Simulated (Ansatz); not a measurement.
**CH4ClGaSe: how energies converge with the basis set**

One table from this session's results is given with a row withheld; the runs are named, their logs left out.

The runs use Ansatz 0.2.0, Gaussian basis; one geometry, several basis sets.

Levels to be run: PBE0-D4/def2-SVP; ωB97M-V/def2-SVP; PBE0-D4/def2-QZVPP; ωB97M-V/def2-QZVPP; the functionals' def2-TZVPP values are taken from earlier runs.

1 further run of the same task is left out (it didn't finish).

## The relaxed structure

The geometry comes from an earlier relaxation with PBE0-D4 in a triple-zeta def2 set; it is a stationary point, not always the lowest conformer.

SMILES `C[Se][GaH][Cl]`, 8 atoms, charge 0, spin multiplicity 1.

Atoms are counted from 1 here; the program's logs count them from 0.

Bond lengths: C1–Se2 1.960 Å, C1–H5 1.086 Å, C1–H6 1.088 Å, C1–H7 1.087 Å, Se2–Ga3 2.300 Å, Ga3–Cl4 2.153 Å, Ga3–H8 1.552 Å. Angles: Se2–C1–H5 110.3°, Se2–C1–H6 105.9°, Se2–C1–H7 110.0°, H5–C1–H6 110.1°, H5–C1–H7 110.3°, H6–C1–H7 110.1°, C1–Se2–Ga3 99.6°, Se2–Ga3–Cl4 115.6°, Se2–Ga3–H8 125.8°, Cl4–Ga3–H8 118.6°.

The first run:

in.yaml reads:

```yaml
crystal:
  periodic: [false, false, false]
  atoms:
    - {symbol: C, position_ang: [-0.326027, 1.353596, -0.365559]}
    - {symbol: Se, position_ang: [0.476959, 0.615296, 1.262376]}
    - {symbol: Ga, position_ang: [0.508276, -1.614005, 0.698569]}
    - {symbol: Cl, position_ang: [-0.303630, -2.095472, -1.236060]}
    - {symbol: H, position_ang: [-1.268770, 0.857775, -0.579355]}
    - {symbol: H, position_ang: [-0.496200, 2.409233, -0.162197]}
    - {symbol: H, position_ang: [0.357645, 1.240303, -1.202533]}
    - {symbol: H, position_ang: [1.051746, -2.766726, 1.584749]}
basis:
  gaussian: {orbitals: def2-SVP}
hamiltonian: {xc: pbe0, dispersion: d4}
output: {orbitals: {seedname: orbitals}}
```

Started as:

```bash
ansatz run in.yaml --threads 2 --pin off --events-out ev --progress --plain --max-ram 32768MiB --backend cpu
```

Among the steps run: PBE0-D4 in def2-SVP; ωB97M-V in def2-SVP; PBE0-D4 in def2-QZVPP; ωB97M-V in def2-QZVPP.

One table of the session follows, with a row left open; its other results are not shown here.

It belongs to the step «Density functionals: the series». 

| functional | basis | HOMO (eV) |
| --- | --- | --- |
| PBE0-D4 | def2-SVP | -7.02 |
| PBE0-D4 | def2-TZVPP | ? |
| PBE0-D4 | def2-QZVPP | -7.12 |
| ωB97M-V | def2-SVP | -9.10 |
| ωB97M-V | def2-TZVPP | -9.22 |
| ωB97M-V | def2-QZVPP | -9.23 |

Q: Estimate the row for PBE0-D4, def2-TZVPP from the others.

**Answer.** HOMO (eV): -7.11. In the column «HOMO (eV)» it lies between PBE0-D4, def2-QZVPP (-7.12) and PBE0-D4, def2-SVP (-7.02).
